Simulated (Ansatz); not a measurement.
**SbTeS: properties of a relaxed candidate**

This session takes a relaxed cell of SbTeS and sets out to see whether it has a gap, which orbitals make up the states near it and how charge is shared.

Program: Ansatz 0.2.0. Level of theory: DFT PBE, scalar-relativistic, plane waves, PAW. These are calculated values, not measurements.

**1. The system as given**

Symmetry: P4/mmm, No. 123, tetragonal system. The conventional cell has a = 3.799 Å, b = 3.799 Å, c = 6.202 Å, α = 90.00°, β = 90.00°, γ = 90.00°. Around Sb (site symmetry 4/mmm) lie 2 Te at 3.10 Å. Around Te (site symmetry 4/mmm) lie 4 S at 2.69 Å and 2 Sb at 3.10 Å. Around S (site symmetry 4/mmm) lie 4 Te at 2.69 Å.

Coordinates:

```
Sb Te S
1.0
     3.79856    0.00000    0.00000
     0.00000    3.79856    0.00000
     0.00000    0.00000    6.20213
Sb Te S
1 1 1
Direct
  0.50000 0.50000 0.50000
  0.50000 0.50000 0.00000
  0.00000 0.00000 0.00000
```

It is the end of an earlier relaxation with the same method, from a database cell with other species swapped in; it needn't be the stable form of this composition. At a tolerance of 0.05 Å it has space group P4/mmm (No. 123); it has 29.83 Å³/atom, an uncorrected energy of +0.37 eV/atom over the elements.

**2. Bands, states and charges**

Contents of input.yaml:

```yaml
crystal:
  lattice:
    - [3.7985587546, 0.0, 0.0]
    - [0.0, 3.7985587546, 0.0]
    - [0.0, 0.0, 6.2021253779]
  atoms:
    - { symbol: Sb, position: [0.5, 0.5, 0.5] }
    - { symbol: Te, position: [0.5, 0.5, 0.0] }
    - { symbol: S, position: [0.0, 0.0, 0.0] }
basis:
  ecutwfc: 420
kpoints:
  mp_grid: { grid: [12, 12, 8] }
  band_path:
    path:
      - [[0.0, 0.0, 0.0], [0.0, 0.5, 0.0], [0.5, 0.5, 0.0], [0.0, 0.0, 0.0], [0.0, 0.0, 0.5], [0.0, 0.5, 0.5], [0.5, 0.5, 0.5], [0.0, 0.0, 0.5]]
      - [[0.0, 0.5, 0.0], [0.0, 0.5, 0.5]]
      - [[0.5, 0.5, 0.0], [0.5, 0.5, 0.5]]
    npoints: 14
hamiltonian:
  xc: pbe
scf:
  occupations: { method: gaussian, width: 0.1 }
  n_extra_bands: 7
output:
  forces: true
  stress: true
  eigenvalues: true
  populations: true
  dos: { projected: true, de: 0.02, nscf_kmesh: { grid: [15, 15, 10] } }
  bader: true
```

Launch:

```console
> ansatz run input.yaml --threads 1 --pin off --max-ram 2560MiB --backend cpu --events-out ev --progress --plain --runs-dir out
```

The log of the run:

```text
Warning: RAYON_NUM_THREADS=1 ignored (pool sized by the plan → 1); use --threads N
scf.n_extra_bands = 7 over 19 filled bands (N_el = 37.0): the run solves 26 bands
Engine: ansatz 0.2.0, x86_64-unknown-linux-gnu
Pseudopotentials: kind: paw
Pseudopotential: Sb, paw, valence charge 15, recommended cutoff 420 eV (normal), Sb.paw.azcp
Pseudopotential: Te, paw, valence charge 16, recommended cutoff 420 eV (normal), Te.paw.azcp
Pseudopotential: S, paw, valence charge 6, recommended cutoff 420 eV (normal), S.paw.azcp
Functional definition: PBE
  parameter kappa = 0.804
  parameter beta = 0.06672455060314922
  exchange = pbe_x(kappa = kappa, mu = beta*pi^2/3)
  correlation = pbe_c(beta = beta)
Crystal: 3 atoms, lattice volume = 89.491 Å³
Basis set: ecut = 420 eV, 1741 PW (Γ), exchange–correlation on 54×54×90 points (8 copies of the dense FFT grid, shifted against one another)
Bands: 26, of which v1, the nominal top of the filled ones, is band 19 counted from 1 (18 counted from 0)
Symmetry: 16 space group operations
Space group: P4/mmm (ITA 123), of the structure as read, at distance tolerance 4.5e-5 Å
k-points: 140 of 1152
Non-local potential: Sb, projectors of the file, l = 0: 2, l = 1: 2, l = 2: 2, l = 3: 2
Non-local potential: Te, projectors of the file, l = 0: 2, l = 1: 2, l = 2: 2, l = 3: 2
Non-local potential: S, projectors of the file, l = 0: 2, l = 1: 2, l = 2: 2
PAW form: soft (Blöchl's): semilocal exchange-correlation on the pseudo side does not see the compensation charge
PAW one-centre angular grid: Sb, 590 points (default); XC on 64 Gauss nodes
PAW one-centre angular grid: Te, 590 points (default); XC on 64 Gauss nodes
PAW one-centre angular grid: S, 110 points (default); XC on 64 Gauss nodes
Initial density: superposition of atomic densities (neutral atoms: chi_scale 0, normalization atom), corrected by the library's trained network
Initial wavefunctions: pseudopotential atomic-orbital guess
Functional: x = pbe(κ = 0.804, μ = 0.2195149727645171), c = pbe(β = 0.06672455060314922)
SCF iter   1: F=—  HF=-14365.425853 eV  |F-HF|=—  |Δ(HF+E_count)|=         —  Δρ=6.12e-3  dr2=2.05e-1  ethr=1.77e-3  ⟨swp⟩=8.7  Hψ=19338  notcnv=0  defer=7
preconditioner: auto → LDOS  [metal: Δε(μ)=0.011 eV  Ē_g=10.385 eV  σ=0.100 eV  W_gap=0.06  n_scr=20 (ndim 8)  ℏωp=16.2 eV  f_vac=0.013  D(μ)=1.82/eV (n_scr^D=6)  β→1.0]
SCF iter   2: F=—  HF=-14365.391246 eV  |F-HF|=—  |Δ(HF+E_count)|=   3.46e-2  Δρ=1.01e-3  dr2=1.67e-3  ethr=5.54e-4  ⟨swp⟩=2.0  Hψ=5223  notcnv=0  defer=241
SCF iter   3: F=—  HF=-14365.391137 eV  |F-HF|=—  |Δ(HF+E_count)|=   1.09e-4  Δρ=3.39e-4  dr2=2.00e-4  ethr=4.52e-6  ⟨swp⟩=2.3  Hψ=5690  notcnv=0  defer=241
SCF iter   4: F=—  HF=-14365.391143 eV  |F-HF|=—  |Δ(HF+E_count)|=   6.24e-6  Δρ=1.01e-4  dr2=1.59e-5  ethr=5.40e-7  ⟨swp⟩=2.2  Hψ=5688  notcnv=0  defer=241
SCF iter   5: F=—  HF=-14365.391289 eV  |F-HF|=—  |Δ(HF+E_count)|=   1.46e-4  Δρ=2.84e-5  dr2=7.37e-7  ethr=4.30e-8  ⟨swp⟩=2.0  Hψ=5968  notcnv=0  defer=241
SCF iter   6: F=-14365.391289 eV  HF=-14365.391289 eV  |F-HF|=1.34e-8  |Δ(HF+E_count)|=   4.83e-8  Δρ=5.22e-6  dr2=3.17e-8  ethr=2.70e-10  ⟨swp⟩=10.9  Hψ=19347  notcnv=0
SCF 1 converged in 6 iterations: F = -14365.391289 eV  dr2 = 3.17e-8
NSCF: frozen V_eff on 129 k-points
NSCF: frozen V_eff on 216 k-points
SCF converged after 6 iterations
Free energy (F): -14365.391289 eV
Harris-Foulkes:  -14365.391289 eV  (|F-HF|=1.34e-8)
Internal energy: -14365.380873 eV  (E = F + TS)
E sigma→0 (E₀):  -14365.386081 eV
Entropy (-TS):   -0.010416 eV (-3.472 meV/atom)
Fermi energy:    7.639573 eV
--- Per-component energies (eV) ---
  E_band       = -482.345407
  E_kinetic    = 490.782330
  E_local      = -3293.347434  (includes V_loc(G=0)·N_el)
  E_nonlocal   = 79.727863
  E_hartree    = 1701.291212
  E_xc         = -358.127087
  E_vxc        = -285.437351  (∫ρ·V_xc dr)
  E_paw        = -9836.406514  (= ΣΔE_a)
  E_vpaw       = -876.658972  (= ΣTr[D̂ρ^β])
  E_aug_tail   = -0.000175  (compensation charges beyond the density's cutoff)
  E_ewald      = -3149.301069
  E_smearing   = -0.010416  (= −TS)
  E_closure    = -0.000000  (closes the sum)
  Σ components = -14365.391289   (vs F -14365.391289, Δ=0.00e0)
--- Forces (eV/Å), atoms counted from 1 ---
  atom   1  Sb     0.00000000     0.00000000     0.00000000
  atom   2  Te     0.00000000     0.00000000     0.00000000
  atom   3  S     -0.00000000     0.00000000     0.00000000
  max |Σ_I F_I| component: 9.78e-29 eV/Å
--- Stress (GPa, compression-positive) ---
       -0.003648       0.000000       0.000000
        0.000000      -0.003648       0.000000
        0.000000       0.000000      -0.011477
  P = ⅓ Tr σ = -0.0063 GPa (-0.063 kbar)
--- Band table (eV; the first three rows and the last of 140) ---
  k-point 0: bands = ["-30.1385", "-30.1258", "-30.0513", "-30.0513", "-30.0335", "-21.4029", "-21.3771", "-21.3771", "-21.3336", "-21.3208", "-7.4915", "-1.8959", "-0.2964", "1.9500", "2.9615", "2.9615", "7.0076", "9.3820", "9.3820", "10.6476", "11.4157", "11.4157", "11.4561", "13.4170", "14.7983", "14.7983"]
  k-point 1: bands = ["-30.1385", "-30.1258", "-30.0513", "-30.0513", "-30.0335", "-21.4029", "-21.3771", "-21.3771", "-21.3336", "-21.3208", "-7.4870", "-1.9073", "-0.4459", "2.2482", "2.9649", "2.9649", "6.9899", "9.3624", "9.3624", "10.6618", "10.7999", "11.3702", "11.3702", "13.5597", "14.7765", "14.9914"]
  k-point 2: bands = ["-30.1385", "-30.1258", "-30.0513", "-30.0513", "-30.0334", "-21.4031", "-21.3771", "-21.3771", "-21.3336", "-21.3208", "-7.4759", "-1.9390", "-0.7149", "2.9356", "2.9731", "2.9731", "6.9397", "9.3143", "9.3143", "9.5946", "10.6976", "11.2752", "11.2752", "13.9039", "14.4396", "15.5005"]
  k-point 139: bands = ["-30.1321", "-30.1264", "-30.0530", "-30.0530", "-30.0280", "-21.3944", "-21.3812", "-21.3812", "-21.3294", "-21.3073", "-4.8901", "-3.6467", "-0.4276", "0.6210", "0.6210", "5.5890", "5.9739", "5.9739", "6.9541", "8.2574", "12.4620", "12.4620", "12.7676", "13.3190", "13.3190", "15.3556"]
--- Löwdin populations: 3 sites ---
  site symbol       q [e]
     0     Sb     14.9670
     1     Te     15.4676
     2      S      6.4081
  spilling = 0.004252 (of n_electrons = 37.000000)
--- Bader charges: 3 sites ---
  site symbol  charge [e]  shift [e]
     0     Sb      0.1566     0.0000
     1     Te      0.4596     0.0000
     2      S     -0.6161     0.0000
  estimated error of the sums over rays = 3.2e-4 e
```

It took 51 s on 1 thread of Intel Xeon Platinum 8375C at 2.90GHz (Ice Lake), shared host; peak memory 0.67 GiB.

By site:

| atom | Löwdin electrons | Bader charge (e) | Bader volume (Å³) |
| --- | --- | --- | --- |
| Sb1 | 14.97 | +0.16 | 39.8 |
| Te2 | 15.47 | +0.46 | 25.2 |
| S3 | 6.41 | -0.62 | 24.5 |

The Löwdin counts miss 0.16 of the 37 electrons, which the atomic orbitals do not span, so they are no charges.

From bands.tsv, the levels nearest the Fermi level at the path's corners, in eV from the Fermi level:

```
point  band 16  band 17  band 18  band 19  band 20  band 21  band 22  band 23
    Γ    -4.68    -0.63     1.74     1.74     3.01     3.78     3.78     3.82
    X    -2.56    -2.53    -1.39    -1.15    -0.79     2.67     4.16     5.96
    M    -3.69    -1.96    -1.30    -1.30     3.44     3.44     4.17     4.81
    Γ    -4.68    -0.63     1.74     1.74     3.01     3.78     3.78     3.82
    Z    -3.58    -0.85     0.46     1.61     1.61     3.11     3.53     3.53
    R    -1.54    -1.42    -1.29    -1.20    -0.90     0.36     2.31     5.30
    A    -2.05    -1.67    -1.67    -0.69     0.62     4.82     4.82     5.13
    Z    -3.58    -0.85     0.46     1.61     1.61     3.11     3.53     3.53
    X    -2.56    -2.53    -1.39    -1.15    -0.79     2.67     4.16     5.96
    R    -1.54    -1.42    -1.29    -1.20    -0.90     0.36     2.31     5.30
    M    -3.69    -1.96    -1.30    -1.30     3.44     3.44     4.17     4.81
    A    -2.05    -1.67    -1.67    -0.69     0.62     4.82     4.82     5.13
```

States per cell in windows of 1 eV, from dos.tsv and pdos.tsv (zero at the Fermi level):

```
from  to  total  Sb 5p  Te 5p  S 3p
  -8  -7   0.30   0.01   0.02  0.01
  -7  -6   0.63   0.01   0.29  0.31
  -6  -5   0.93   0.05   0.40  0.43
  -5  -4   1.55   0.18   0.64  0.63
  -4  -3   1.68   0.27   0.54  0.71
  -3  -2   1.91   0.39   0.34  1.02
  -2  -1   2.14   0.97   0.38  0.67
  -1   0   2.16   1.04   0.52  0.44
   0   1   1.64   0.87   0.38  0.25
   1   2   1.76   0.95   0.41  0.26
   2   3   1.50   0.58   0.49  0.28
   3   4   1.68   0.32   0.62  0.36
   4   5   1.29   0.12   0.28  0.18
   5   6   1.73   0.01   0.07  0.06
```

Below -8 eV lie 26 or so more states.

**3. Changing settings: mixing.algorithm anderson, mixing.beta 0.2**

Contents of input.yaml:

```yaml
crystal:
  lattice:
    - [3.7985587546, 0.0, 0.0]
    - [0.0, 3.7985587546, 0.0]
    - [0.0, 0.0, 6.2021253779]
  atoms:
    - { symbol: Sb, position: [0.5, 0.5, 0.5] }
    - { symbol: Te, position: [0.5, 0.5, 0.0] }
    - { symbol: S, position: [0.0, 0.0, 0.0] }
basis:
  ecutwfc: 420
kpoints:
  mp_grid: { grid: [12, 12, 8] }
hamiltonian:
  xc: pbe
scf:
  occupations: { method: gaussian, width: 0.1 }
  mixing: { algorithm: anderson, beta: 0.2 }
output:
  forces: true
  eigenvalues: true
  stress: true
```

Launch:

```console
> ansatz run input.yaml --threads 1 --pin off --max-ram 2560MiB --backend cpu --events-out ev --progress --plain --runs-dir out
```

The log of the run, cut to the lines that bear on the results:

```text
Warning: RAYON_NUM_THREADS=1 ignored (pool sized by the plan → 1); use --threads N
[...]
[... 5 set-up lines as earlier in the session ...]
[...]
Crystal: 3 atoms, lattice volume = 89.491 Å³
Basis set: ecut = 420 eV, 1741 PW (Γ), exchange–correlation on 54×54×90 points (8 copies of the dense FFT grid, shifted against one another)
Bands: 23, of which v1, the nominal top of the filled ones, is band 19 counted from 1 (18 counted from 0)
[... 2 set-up lines as earlier in the session ...]
k-points: 140 of 1152
[...]
SCF converged after 9 iterations
Stability not checked: this state was not tested for a lower state beside it, because the mixer in use, unlike msr1, does not test its closes by its own steps (another_mixer; see scf.mixing.algorithm and scf.lower_state_search)
Free energy (F): -14365.391289 eV
[...]
E sigma→0 (E₀):  -14365.386081 eV
Entropy (-TS):   -0.010416 eV (-3.472 meV/atom)
Fermi energy:    7.639551 eV
[...]
--- Forces (eV/Å), atoms counted from 1 ---
  atom   1  Sb     0.00000000    -0.00000000     0.00000000
  atom   2  Te     0.00000000     0.00000000     0.00000000
  atom   3  S     -0.00000000     0.00000000     0.00000000
[...]
--- Stress (GPa, compression-positive) ---
       -0.003540       0.000000       0.000000
        0.000000      -0.003540       0.000000
        0.000000       0.000000      -0.011435
  P = ⅓ Tr σ = -0.0062 GPa (-0.062 kbar)
--- Band table (eV; the first three rows and the last of 140) ---
[... band rows left out ...]
[...]
```

Run time: 14 s. Hardware: 1 thread of Intel Xeon Platinum 8375C at 2.90GHz (Ice Lake), shared host; peak memory 0.58 GiB.

| run | ending | energy change | pressure (GPa) | gap (eV) | force (eV/Å) | cycles | time |
| --- | --- | --- | --- | --- | --- | --- | --- |
| step 2 | converged | 0 | 0.0 | 0.00 | 0.00 | 6 | 51 s |
| variant | converged | 0.0 meV/atom | 0.0 | 0.00 | 0.00 | 9 | 14 s |

With the changed mixing the energy agrees within 0.5 meV/atom.

**4. Outcome**

| quantity | value |
| --- | --- |
| gap | none (metal) |
| states at the Fermi level | 1.76 per eV per cell |
| Bader charges | Sb +0.16, Te +0.46, S -0.62 e |

In words: It comes out metallic. Of the projected weight within 0.25 eV of the Fermi level, the largest part is Sb 5p (54 %) and Te 5p (23 %). Bader charges reach 0.6 e, so charge transfer in this metal is moderate. Spin-orbit coupling is left out, which matters for the bands of Sb, Te. The final runs have no spin polarisation, so a magnetic state may lie lower.
